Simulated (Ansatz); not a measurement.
# SnO2: the cost of one run

Method: DFT LDA, scalar-relativistic, plane waves, PAW, in Ansatz 0.2.0.

1 further run of the same task is left out (set aside as unsound or not needed).

## 1. Starting point

Symmetry: R-3m, No. 166, trigonal system. The conventional cell has a = 3.208 Å, b = 3.208 Å, c = 12.244 Å, α = 90.00°, β = 90.00°, γ = 120.00°. Sn (site symmetry -3m) is surrounded by 6 O at 2.09 Å. O (site symmetry 3m) is surrounded by 3 Sn at 2.09 Å.

Structure file:

```
CELL_PARAMETERS angstrom
-3.20783 -1.85204 4.08138
3.20783 -1.85204 4.08138
0.00000 3.70408 4.08138
ATOMIC_POSITIONS crystal
Sn 0.50000 0.50000 0.50000
Sn 0.00000 0.00000 0.50000
Sn 0.00000 0.50000 0.00000
Sn 0.50000 0.00000 0.00000
O 0.24519 0.24519 0.24519
O 0.74519 0.74519 0.24519
O 0.74519 0.24519 0.74519
O 0.24519 0.74519 0.74519
O 0.75481 0.75481 0.75481
O 0.25481 0.25481 0.75481
O 0.25481 0.75481 0.25481
O 0.75481 0.25481 0.25481
```

It goes back to an entry of the Materials Project, which need not be the stable form.

It is built from the cell relaxed beforehand with the same method (12.12 Å³/atom).

## 2. The undisturbed cell

input.yaml

```yaml
crystal:
  lattice:
    - [-3.2078313831, -1.8520423126, 4.0813809037]
    - [3.2078313831, -1.8520423126, 4.0813809037]
    - [0.0, 3.7040846251, 4.0813809037]
  atoms:
    - { symbol: Sn, position: [0.5, 0.5, 0.5] }
    - { symbol: Sn, position: [1.0, 1.0, 0.5] }
    - { symbol: Sn, position: [1.0, 0.5, 0.0] }
    - { symbol: Sn, position: [0.5, 1.0, 0.0] }
    - { symbol: O, position: [0.2451905456, 0.2451905456, 0.2451905456] }
    - { symbol: O, position: [0.7451905456, 0.7451905456, 0.2451905456] }
    - { symbol: O, position: [0.7451905456, 0.2451905456, 0.7451905456] }
    - { symbol: O, position: [0.2451905456, 0.7451905456, 0.7451905456] }
    - { symbol: O, position: [0.7548094544, 0.7548094544, 0.7548094544] }
    - { symbol: O, position: [0.2548094544, 0.2548094544, 0.7548094544] }
    - { symbol: O, position: [0.2548094544, 0.7548094544, 0.2548094544] }
    - { symbol: O, position: [0.7548094544, 0.2548094544, 0.2548094544] }
basis:
  ecutwfc: 420
kpoints:
  mp_grid: { grid: [6, 6, 6] }
hamiltonian:
  xc: lda
scf:
  occupations: { method: gaussian, width: 0.05 }
output:
  forces: true
  stress: true
  eigenvalues: true
  write_density: true
  write_potential: true
  elf: true
  volumetric_format: npy
```

Launch:

```console
> ansatz run input.yaml --threads 1 --pin off --max-ram 2560MiB --backend cpu --events-out ev --progress --plain --runs-dir out
```

**Question.** How long does this run take on 1 thread of Arm Neoverse V2, shared host, and how much memory does it need?

About 24 s, with a peak of 0.48 GiB.
